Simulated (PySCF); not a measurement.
# AsO2⁻: changing the method

Starting from one script, swap the method and compare what comes out for AsO2⁻.

Program: PySCF 2.14.0. Level of theory: each script names its method and basis. These are calculated values, not measurements.

## (1) Starting geometry

AsO2⁻: 3 atoms, charge -1, spin multiplicity 1.

Bond lengths: As1–O2 1.657 Å, As1–O3 1.657 Å. Angles: O2–As1–O3 114.0°.

Geometry (Å):

```xyz
3

As    0.00000    0.00000   -0.27040
O     1.38940    0.00000    0.63210
O    -1.38940    0.00000    0.63210
```

## (2) The run that the others are compared with

input.py reads:

```python
from pyscf import gto, dft

mol = gto.M(
    atom='As 0 0 -0.2704; O 1.3894 0 0.6321; O -1.3894 0 0.6321',
    basis='lanl2dz',
    ecp={'As': 'lanl2dz'},
    charge=-1,
    spin=0,
    verbose=4,
)
mf = dft.UKS(mol, xc='x3lyp')
mf.kernel()
mf.mulliken_pop()
mf.dip_moment()
print('orbital energies (hartree):', [e[max(0, n-3):n+3].round(4) for e, n in zip(mf.mo_energy, mol.nelec)])
```

The run is started by

```console
> OMP_NUM_THREADS=1 python input.py
```

## (3) MP2 (UHF)

Edit 1 changes step after the SCF: analyze → mp2; SCF type: UKS → UHF; functional: x3lyp → none (Hartree–Fock).

Edit input.py of step 2 so:

```diff
@@ -1,2 +1,2 @@
-from pyscf import gto, dft
+from pyscf import gto, scf, mp
 
@@ -10,5 +10,5 @@
 )
-mf = dft.UKS(mol, xc='x3lyp')
+mf = scf.UHF(mol)
 mf.kernel()
-mf.mulliken_pop()
+mp.MP2(mf).kernel()
 mf.dip_moment()
```

## (4) CASCI (ROHF)

Edit 2 changes step after the SCF: analyze → casci; SCF type: UKS → ROHF; functional: x3lyp → none (Hartree–Fock); active space: none → 2 electrons in 4 orbitals.

input.py reads:

```python
from pyscf import gto, scf, mcscf

mol = gto.M(
    atom='As 0 0 -0.2704; O 1.3894 0 0.6321; O -1.3894 0 0.6321',
    basis='lanl2dz',
    ecp={'As': 'lanl2dz'},
    charge=-1,
    spin=0,
    verbose=4,
)
mf = scf.ROHF(mol)
mf.kernel()
mc = mcscf.CASCI(mf, 4, 2)
mc.kernel()
mc.analyze()
mf.dip_moment()
print('orbital energies (hartree):', mf.mo_energy[..., max(0, mol.nelec[1]-3):mol.nelec[0]+3].round(4))
```

## (5) Stability test

Edit 3 changes step after the SCF: analyze → stability.

Edit input.py of step 2 so:

```diff
@@ -12,3 +12,3 @@
 mf.kernel()
-mf.mulliken_pop()
+mf.stability(internal=True, external=True)
 mf.dip_moment()
```

**Question.** What will these runs give? Wanted: for each run, E(SCF); from base; gap; after the SCF.

As calculated:

```tsv
run	E(SCF) (hartree)	from base (eV)	cycles	gap (eV)	after the SCF
base	-156.508183	0	9	4.30	n/a
MP2 (UHF)	-155.613799	not comparable	12	10.90	MP2 correlation -9.275 eV
CASCI (ROHF)	-155.613799	not comparable	10	n/a	CASCI correlation -0.096 eV
stability test	-156.508183	0.0000	9	4.30	stable
```

The dearest run is “stability test”, at 12 s against 3.7 s.
